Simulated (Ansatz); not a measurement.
Write a Python script for the Ansatz DFT code, driven from Python that makes a rigid torsion scan of CH₃AlFNS, SMILES F[C]1(S)[NH][AlH]1. Use (for the species named): PBE0, def2-SVP basis, multiplicity 1.

| atom | x (Å) | y (Å) | z (Å) |
| --- | --- | --- | --- |
| F | -1.2527 | 0.5536 | 1.1829 |
| C | -0.2600 | 0.3755 | 0.2934 |
| S | 1.2822 | 1.2097 | 0.6814 |
| N | -0.5968 | 0.5495 | -1.1110 |
| Al | -0.1834 | -1.2900 | -0.6473 |
| H | 1.4725 | 0.4780 | 1.8770 |
| H | 0.1550 | 0.8839 | -1.6832 |
| H | -0.5245 | -2.8172 | -0.6490 |

Script `ch3alfns_torsion.py`:
```python
# -*- coding: utf-8 -*-
"""Rigid torsion scan of CH3AlFNS."""

import ansatz as az
from ase import Atoms

atoms = Atoms(["F", "C", "S", "N", "Al", "H", "H", "H"], positions=[
    (-1.2527, 0.5536, 1.1829),
    (-0.26, 0.3755, 0.2934),
    (1.2822, 1.2097, 0.6814),
    (-0.5968, 0.5495, -1.111),
    (-0.1834, -1.29, -0.6473),
    (1.4725, 0.478, 1.877),
    (0.155, 0.8839, -1.6832),
    (-0.5245, -2.8172, -0.649),
])

# start the scan from a relaxed geometry
first = (
    az.Crystal.molecule_from_ase(atoms).calculation()
    .basis(gaussian="def2-SVP")
    .functional("pbe0")
    .relax(force_tolerance=0.02, max_steps=80)
)
atoms.positions = first.run(threads=1, pin="off").report["positions_ang"]

start = atoms.get_dihedral(0, 1, 2, 5)
energies = {}
for turn in range(0, 360, 40):
    turned = atoms.copy()
    turned.set_dihedral(0, 1, 2, 5, start + turn, indices=[2, 5])
    job = (
        az.Crystal.molecule_from_ase(turned).calculation()
        .basis(gaussian="def2-SVP")
        .functional("pbe0")
    )
    energies[round((start + turn) % 360)] = job.run(threads=1, pin="off").report["free_energy_ev"]
floor = min(energies.values())
print("dihedral F0-C1-S2-H5 (deg)   E - E(min) (eV)")
for angle, e in sorted(energies.items()):
    print(f"{angle:8d} {(e - floor):14.3f}  " + "#" * int(30 * (e - floor) / max(max(energies.values()) - floor, 1e-9)))
```

```console
$ python ch3alfns_torsion.py
dihedral F0-C1-S2-H5 (deg)   E - E(min) (eV)
       9          0.051  #########
      49          0.000
      89          0.079  ##############
     129          0.162  ##############################
     169          0.138  #########################
     209          0.134  ########################
     249          0.123  ######################
     289          0.070  ############
     329          0.062  ###########
```

The lowest point is at 49° and the highest at 129°, 0.162 eV (15.6 kJ/mol) above it, with the rest of the molecule held.

The scan is rigid and the energies are electronic, in a modest basis. With rigid groups the curve can differ much from the relaxed path, the start wasn't checked as a minimum of this torsion, and equivalent turns needn't return to the same energy. Hardware and time: 84 s on 1 thread of Intel(R) Xeon(R) Processor @ 2.30GHz (shared host), peak memory 0.31 GiB.
